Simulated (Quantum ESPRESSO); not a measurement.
This Quantum ESPRESSO 7.5 run on K2SnSe2 needs a look.

The input pw.in:

```
&CONTROL
  calculation = 'scf'
  prefix = 'pwscf'
  outdir = './tmp'
  pseudo_dir = './pseudo'
  tprnfor = .true.
  tstress = .true.
  disk_io = 'low'
/
&SYSTEM
  ibrav = 0
  nat = 5
  ntyp = 3
  ecutwfc = 60
  ecutrho = 480
  nbnd = 31
  input_dft = 'rpbe'
  occupations = 'smearing'
  smearing = 'fd'
  degauss = 0.00999582
  vdw_corr = 'grimme-d3'
  dftd3_version = 4
/
&ELECTRONS
  conv_thr = 1d-09
  electron_maxstep = 75
  mixing_beta = 0.5
/
ATOMIC_SPECIES
K     39.0983 X.missing.UPF
Sn   118.7100 Sn_pbe_v1.uspp.F.UPF
Se    78.9710 Se_pbe_v1.uspp.F.UPF
CELL_PARAMETERS angstrom
   0.0000000000    3.2185627200    6.9874787700
   3.1859403800    0.0000000000    6.9874787700
   3.1859403800    3.2185627200    0.0000000000
ATOMIC_POSITIONS crystal
K      0.7500000000    0.7500000000    0.7500000000
K      0.2500000000    0.2500000000    0.2500000000
Sn     0.0000000000    0.0000000000    0.0000000000
Se     0.3632000100    0.3632000100    0.6367999900
Se     0.6367999900    0.6367999900    0.3632000100
K_POINTS automatic
6 6 6 0 0 0
```

Potentials or basis: SSSP 1.3 efficiency PBE.

The run is started by

```console
$ OMP_NUM_THREADS=1 pw.x -in pw.in > pw.out
```

pw.out:

```text
This program is part of the open-source Quantum ESPRESSO suite
     for quantum simulation of materials; please cite
         "P. Giannozzi et al., J. Phys.:Condens. Matter 21 395502 (2009);
         "P. Giannozzi et al., J. Phys.:Condens. Matter 29 465901 (2017);
         "P. Giannozzi et al., J. Chem. Phys. 152 154105 (2020);
     in publications or presentations arising from this work. More details at

 %%%%%%%%%%%%%%%%%%%%%%%%%%%%%%%%%%%%%%%%%%%%%%%%%%%%%%%%%%%%%%%%%%%%%%%%%%%%%%
     Error in routine readpp (1):
     file ./pseudo/X.missing.UPF not found
 %%%%%%%%%%%%%%%%%%%%%%%%%%%%%%%%%%%%%%%%%%%%%%%%%%%%%%%%%%%%%%%%%%%%%%%%%%%%%%

     stopping ...
```

Q: Diagnose the run.

A: The program refused the input. The input holds a flaw that was put in on purpose: missing potential file.
